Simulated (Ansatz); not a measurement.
# CCSDT(Q)/B/STO-3G run of BCl2F (dichlorofluoroborane)

Aim: the vertical ionisation energy of BCl2F (dichlorofluoroborane) at CCSDT(Q)/B/STO-3G, from 2 runs. 

Program for the calculation: Ansatz 0.2.0.

8 further runs of the same task are left out: 1 for a known fault of the program, 1 that didn't finish, 6 set aside as unsound or not needed.

## Step 1: Starting point

BCl2F has 4 atoms, charge 0, and is taken as a singlet. SMILES: `FB(Cl)Cl`. The shape comes from a force field and isn't a relaxed structure.

Bond lengths: F1–B2 1.477 Å, B2–Cl3 1.865 Å, B2–Cl4 1.913 Å. Angles: F1–B2–Cl3 121.2°, F1–B2–Cl4 117.2°, Cl3–B2–Cl4 121.5°.

## Step 2: The energy at CCSDT(Q)/B/STO-3G

job.yaml

```yaml
crystal:
  periodic: [false, false, false]
  atoms:
    - {symbol: F, position_ang: [0.157400, -1.319300, -0.864500]}
    - {symbol: B, position_ang: [-0.003400, -0.092300, -0.058500]}
    - {symbol: Cl, position_ang: [-1.666700, 0.406300, 0.622100]}
    - {symbol: Cl, position_ang: [1.568200, 0.945000, 0.280600]}
basis:
  gaussian:
    orbitals: STO-3G
accuracy: high
correlation:
  method: ccsdt_q_b
```

Started as:

```bash
ansatz run job.yaml --threads 1 --pin off --max-ram 2610MiB --events-out events.jsonl --progress --plain --runs-dir runs
```

The program printed:

```text
Warning: RAYON_NUM_THREADS=1 ignored (pool sized by the plan → 1); use --threads N
Functional definition: HF
  name "HF"
  exchange = exact_x
  correlation = 0
510 factors; integrals over basis functions are off by at most 2.9e-8 eV
mean field evaluation 1: about -28068.6506 eV, gradient 3.2e1 eV
mean field evaluation 2: about -28068.6952 eV, gradient 3.2e1 eV
mean field evaluation 4: about -28073.1864 eV, gradient 1.6e0 eV
mean field evaluation 8: about -28073.1972 eV, gradient 3.2e-4 eV
mean field evaluation 16: about -28073.1063 eV, gradient 1.5e0 eV
mean field -28073.19716743 eV, -1031.6709672065 hartree, gradient 1.8e-8 eV, S^2 0.000000; 0 other end points of the search recorded, 0 dependent functions left out
12 core orbitals not correlated: weight in the atoms' cores, before any rotation towards them, 1.000 or more for the frozen orbitals, at most 0.000 for the correlated occupied ones
reference -28073.19716743 eV, -1031.6709672065 hartree; 12, 12 occupied and 4, 4 virtual orbitals, 510 factors
second order -2.29920765 eV of doubles, -0.00000000 eV of singles
cycle   1  -2.43751285 eV  change   -1.4e-1 eV  update   1.1e-1
cycle   2  -2.76893669 eV  change   -3.3e-1 eV  update   6.4e-2
cycle   3  -2.92887659 eV  change   -1.6e-1 eV  update   3.2e-2
cycle   4  -2.96750048 eV  change   -3.9e-2 eV  update   1.2e-2
cycle   5  -2.97044648 eV  change   -2.9e-3 eV  update   6.2e-3
cycle   6  -2.96886129 eV  change    1.6e-3 eV  update   2.2e-3
cycle   7  -2.96901316 eV  change   -1.5e-4 eV  update   9.7e-4
cycle   8  -2.96916804 eV  change   -1.5e-4 eV  update   5.7e-4
cycle   9  -2.96907938 eV  change    8.9e-5 eV  update   2.1e-4
cycle  10  -2.96913687 eV  change   -5.7e-5 eV  update   7.2e-5
cycle  11  -2.96915560 eV  change   -1.9e-5 eV  update   3.3e-5
cycle  12  -2.96914455 eV  change    1.1e-5 eV  update   1.1e-5
cycle  13  -2.96914216 eV  change    2.4e-6 eV  update   5.0e-6
cycle  14  -2.96913853 eV  change    3.6e-6 eV  update   2.2e-6
cycle  15  -2.96913859 eV  change   -5.5e-8 eV  update   8.0e-7
cycle  16  -2.96913870 eV  change   -1.1e-7 eV  update   4.3e-7
cycle  17  -2.96913883 eV  change   -1.3e-7 eV  update   1.9e-7
cycle  18  -2.96913896 eV  change   -1.3e-7 eV  update   8.2e-8
cycle  19  -2.96913896 eV  change   -5.5e-9 eV  update   3.9e-8
cycle  20  -2.96913858 eV  change    3.8e-7 eV  update   1.0e-7
cycle  21  -2.96913847 eV  change    1.1e-7 eV  update   4.1e-8
cycle  22  -2.96913842 eV  change    5.2e-8 eV  update   2.1e-8
cycle  23  -2.96913843 eV  change   -8.3e-9 eV  update   9.4e-9
cycle  24  -2.96913843 eV  change  -3.4e-10 eV  update   3.3e-9
cycle  25  -2.96913843 eV  change   -1.8e-9 eV  update   1.3e-9
perturbative correction 0.00701070 eV, 0.0002576386 hartree
Total energy: -28076.15929515 eV, -1031.7798233926 hartree
```

Wall time 0.65 s (1 thread of Intel Xeon Platinum 8559C (Emerald Rapids), shared host).

## Step 3: The doublet cation

Changes to job.yaml since step 2:

```diff
@@ -10,4 +10,8 @@
     orbitals: STO-3G
-accuracy: high
+total_charge: 1
+magnetization:
+  spin_polarized: false
+  initial_magnetization: 1
 correlation:
   method: ccsdt_q_b
+accuracy: high
```

Started as:

```bash
ansatz run job.yaml --threads 1 --pin off --max-ram 2610MiB --events-out events.jsonl --progress --plain --runs-dir runs
```

The program printed:

```text
Warning: RAYON_NUM_THREADS=1 ignored (pool sized by the plan → 1); use --threads N
[... 4 set-up lines as earlier in the session ...]
510 factors; integrals over basis functions are off by at most 2.9e-8 eV
mean field evaluation 1: about -28057.0636 eV, gradient 3.3e1 eV
mean field evaluation 2: about -28057.1053 eV, gradient 3.4e1 eV
mean field evaluation 4: about -28061.2492 eV, gradient 1.4e1 eV
mean field evaluation 8: about -28062.4391 eV, gradient 3.2e0 eV
mean field evaluation 16: about -28062.8103 eV, gradient 7.1e-4 eV
mean field evaluation 32: about -28061.7799 eV, gradient 6.7e0 eV
mean field evaluation 64: about -28062.5830 eV, gradient 9.6e-3 eV
mean field evaluation 96: about -28062.2335 eV, gradient 2.1e-1 eV
mean field evaluation 128: about -28060.9590 eV, gradient 5.1e0 eV
mean field evaluation 160: about -28060.4025 eV, gradient 1.4e1 eV
mean field evaluation 192: about -28061.6330 eV, gradient 1.7e-2 eV
mean field evaluation 224: about -28060.9823 eV, gradient 9.1e0 eV
mean field -28062.81023418 eV, -1031.2892544502 hartree, gradient 1.0e-8 eV, S^2 0.750000; 13 other end points of the search recorded, 0 dependent functions left out
mean field evaluation 256: about -28062.3047 eV, gradient 1.4e0 eV
mean field evaluation 288: about -28062.5060 eV, gradient 3.9e-1 eV
determinant -28062.81023418 eV, -1031.2892544502 hartree, with singles and doubles -28065.81230289 eV, -1031.3995784403 hartree
determinant -28062.58304412 eV, -1031.2809053694 hartree, with singles and doubles -28065.65667273 eV, -1031.3938591375 hartree
determinant -28062.48320808 eV, -1031.2772364628 hartree, with singles and doubles -28065.56940234 eV, -1031.3906520096 hartree
determinant -28062.08253252 eV, -1031.2625119074 hartree, with singles and doubles -28065.73447063 eV, -1031.3967181577 hartree
determinant -28061.63298450 eV, -1031.2459913222 hartree, with singles and doubles -28065.39208711 eV, -1031.3841357953 hartree
determinant -28061.12112017 eV, -1031.2271806551 hartree, with singles and doubles -28065.08415590 eV, -1031.3728195321 hartree
determinant -28062.81023418 eV, -1031.2892544502 hartree, with singles and doubles -28065.82719374 eV, -1031.4001256692 hartree
determinant -28062.58304412 eV, -1031.2809053694 hartree, with singles and doubles -28065.67212376 eV, -1031.3944269524 hartree
determinant -28062.48320808 eV, -1031.2772364628 hartree, with singles and doubles -28065.67356928 eV, -1031.3944800744 hartree
determinant -28062.08253252 eV, -1031.2625119074 hartree, with singles and doubles -28065.80589571 eV, -1031.3993429807 hartree
determinant -28061.63298450 eV, -1031.2459913222 hartree, with singles and doubles -28065.38232893 eV, -1031.3837771889 hartree
mean field evaluation 320: about -28062.8003 eV, gradient 1.2e0 eV
12 core orbitals not correlated: weight in the atoms' cores, before any rotation towards them, 1.000 or more for the frozen orbitals, at most 0.000 for the correlated occupied ones
reference -28062.81023418 eV, -1031.2892544502 hartree; 12, 11 occupied and 4, 5 virtual orbitals, 510 factors
second order -2.50493992 eV of doubles, -0.00797471 eV of singles
cycle   1  -2.61246114 eV  change   -9.9e-2 eV  update   1.4e-1
cycle   2  -3.00355360 eV  change   -3.9e-1 eV  update   8.7e-2
cycle   3  -3.24219966 eV  change   -2.4e-1 eV  update   4.2e-2
cycle   4  -3.30271395 eV  change   -6.1e-2 eV  update   2.2e-2
cycle   5  -3.31244610 eV  change   -9.7e-3 eV  update   1.4e-2
cycle   6  -3.31334919 eV  change   -9.0e-4 eV  update   1.1e-2
cycle   7  -3.32115478 eV  change   -7.8e-3 eV  update   9.5e-3
cycle   8  -3.32918724 eV  change   -8.0e-3 eV  update   8.4e-3
cycle   9  -3.33081107 eV  change   -1.6e-3 eV  update   7.9e-3
cycle  10  -3.33918384 eV  change   -8.4e-3 eV  update   7.0e-3
cycle  11  -3.34743911 eV  change   -8.3e-3 eV  update   6.7e-3
cycle  12  -3.35781473 eV  change   -1.0e-2 eV  update   4.9e-3
cycle  13  -3.36080933 eV  change   -3.0e-3 eV  update   3.2e-3
cycle  14  -3.36438474 eV  change   -3.6e-3 eV  update   2.3e-3
cycle  15  -3.36341900 eV  change    9.7e-4 eV  update   1.5e-3
cycle  16  -3.36425136 eV  change   -8.3e-4 eV  update   9.1e-4
cycle  17  -3.36495759 eV  change   -7.1e-4 eV  update   6.9e-4
cycle  18  -3.36504285 eV  change   -8.5e-5 eV  update   6.6e-4
cycle  19  -3.36554954 eV  change   -5.1e-4 eV  update   5.7e-4
cycle  20  -3.36587158 eV  change   -3.2e-4 eV  update   5.5e-4
cycle  21  -3.36603729 eV  change   -1.7e-4 eV  update   4.8e-4
cycle  22  -3.36629956 eV  change   -2.6e-4 eV  update   4.6e-4
cycle  23  -3.36633108 eV  change   -3.2e-5 eV  update   3.3e-4
cycle  24  -3.36641684 eV  change   -8.6e-5 eV  update   2.7e-4
cycle  25  -3.36615837 eV  change    2.6e-4 eV  update   2.0e-4
cycle  26  -3.36605648 eV  change    1.0e-4 eV  update   1.7e-4
cycle  27  -3.36591592 eV  change    1.4e-4 eV  update   1.1e-4
cycle  28  -3.36580551 eV  change    1.1e-4 eV  update   7.5e-5
cycle  29  -3.36579602 eV  change    9.5e-6 eV  update   4.9e-5
cycle  30  -3.36575131 eV  change    4.5e-5 eV  update   3.9e-5
cycle  31  -3.36575678 eV  change   -5.5e-6 eV  update   2.9e-5
cycle  32  -3.36573937 eV  change    1.7e-5 eV  update   2.5e-5
cycle  33  -3.36572962 eV  change    9.8e-6 eV  update   2.2e-5
cycle  34  -3.36572280 eV  change    6.8e-6 eV  update   2.1e-5
cycle  35  -3.36571672 eV  change    6.1e-6 eV  update   2.0e-5
cycle  36  -3.36570686 eV  change    9.9e-6 eV  update   2.0e-5
cycle  37  -3.36570857 eV  change   -1.7e-6 eV  update   1.9e-5
cycle  38  -3.36570792 eV  change    6.5e-7 eV  update   1.8e-5
cycle  39  -3.36570275 eV  change    5.2e-6 eV  update   1.8e-5
cycle  40  -3.36570769 eV  change   -4.9e-6 eV  update   1.1e-5
cycle  41  -3.36570104 eV  change    6.6e-6 eV  update   1.0e-5
cycle  42  -3.36570068 eV  change    3.7e-7 eV  update   9.8e-6
cycle  43  -3.36571025 eV  change   -9.6e-6 eV  update   9.3e-6
cycle  44  -3.36571711 eV  change   -6.9e-6 eV  update   8.8e-6
cycle  45  -3.36572575 eV  change   -8.6e-6 eV  update   8.2e-6
cycle  46  -3.36572278 eV  change    3.0e-6 eV  update   7.1e-6
cycle  47  -3.36572457 eV  change   -1.8e-6 eV  update   5.7e-6
cycle  48  -3.36572162 eV  change    3.0e-6 eV  update   3.9e-6
cycle  49  -3.36571985 eV  change    1.8e-6 eV  update   3.2e-6
cycle  50  -3.36572434 eV  change   -4.5e-6 eV  update   1.9e-6
cycle  51  -3.36572538 eV  change   -1.0e-6 eV  update   1.5e-6
cycle  52  -3.36572552 eV  change   -1.4e-7 eV  update   1.1e-6
cycle  53  -3.36572541 eV  change    1.2e-7 eV  update   9.1e-7
cycle  54  -3.36572455 eV  change    8.6e-7 eV  update   7.7e-7
cycle  55  -3.36572432 eV  change    2.3e-7 eV  update   6.3e-7
cycle  56  -3.36572440 eV  change   -8.0e-8 eV  update   5.3e-7
cycle  57  -3.36572478 eV  change   -3.8e-7 eV  update   4.2e-7
cycle  58  -3.36572473 eV  change    5.3e-8 eV  update   3.6e-7
cycle  59  -3.36572453 eV  change    2.0e-7 eV  update   3.2e-7
cycle  60  -3.36572474 eV  change   -2.1e-7 eV  update   2.7e-7
cycle  61  -3.36572476 eV  change   -1.9e-8 eV  update   1.9e-7
cycle  62  -3.36572479 eV  change   -2.8e-8 eV  update   1.3e-7
cycle  63  -3.36572487 eV  change   -8.1e-8 eV  update   8.5e-8
cycle  64  -3.36572490 eV  change   -3.7e-8 eV  update   6.4e-8
cycle  65  -3.36572494 eV  change   -3.2e-8 eV  update   4.5e-8
cycle  66  -3.36572493 eV  change    4.3e-9 eV  update   3.5e-8
cycle  67  -3.36572496 eV  change   -2.4e-8 eV  update   2.5e-8
cycle  68  -3.36572495 eV  change    9.2e-9 eV  update   1.6e-8
cycle  69  -3.36572495 eV  change   -1.1e-9 eV  update   1.3e-8
cycle  70  -3.36572495 eV  change   -7.2e-9 eV  update   9.9e-9
cycle  71  -3.36572497 eV  change   -1.0e-8 eV  update   1.0e-8
cycle  72  -3.36572497 eV  change  -8.6e-10 eV  update   8.4e-9
cycle  73  -3.36572497 eV  change  -1.9e-11 eV  update   7.3e-9
cycle  74  -3.36572497 eV  change  -7.3e-10 eV  update   7.0e-9
cycle  75  -3.36572497 eV  change   4.4e-10 eV  update   6.6e-9
cycle  76  -3.36572496 eV  change    2.8e-9 eV  update   6.1e-9
cycle  77  -3.36572497 eV  change   -2.6e-9 eV  update   6.0e-9
cycle  78  -3.36572497 eV  change  -2.2e-10 eV  update   5.4e-9
cycle  79  -3.36572497 eV  change  -5.2e-10 eV  update   5.1e-9
cycle  80  -3.36572497 eV  change   -1.3e-9 eV  update   4.5e-9
cycle  81  -3.36572497 eV  change   4.3e-10 eV  update   4.4e-9
cycle  82  -3.36572496 eV  change    4.3e-9 eV  update   3.7e-9
cycle  83  -3.36572496 eV  change    1.5e-9 eV  update   3.2e-9
cycle  84  -3.36572496 eV  change   4.7e-10 eV  update   2.6e-9
perturbative correction 0.01325589 eV, 0.0004871449 hartree
Total energy: -28066.16270326 eV, -1031.4124554163 hartree
```

It took 11 s on 1 thread of Intel Xeon Platinum 8559C (Emerald Rapids), shared host.

## Step 4: Outcome

Level: CCSDT(Q)/B/STO-3G, 12 core orbitals frozen.

| quantity | value |
| --- | --- |
| singlet BCl2F: total energy | -1031.77982 Eh |
| singlet BCl2F: correlation energy (12 core orbitals frozen) | -108.9 mEh |
| singlet BCl2F: T1 diagnostic | 0.018 |
| doublet cation: total energy | -1031.41246 Eh |
| doublet cation: correlation energy (12 core orbitals frozen) | -123.2 mEh |
| doublet cation: ⟨S²⟩ of the reference determinant | 0.750 |
| doublet cation: T1 diagnostic | 0.060 |
| vertical ionisation energy (to the doublet cation) | 9.997 eV |

The vertical ionisation energy comes to 10.00 eV (965 kJ/mol). In a minimal basis such a difference can be off by several eV, whatever the method. The T1 diagnostic (doublet cation) of 0.060 is above the customary mark for such species, so a single reference may not serve.
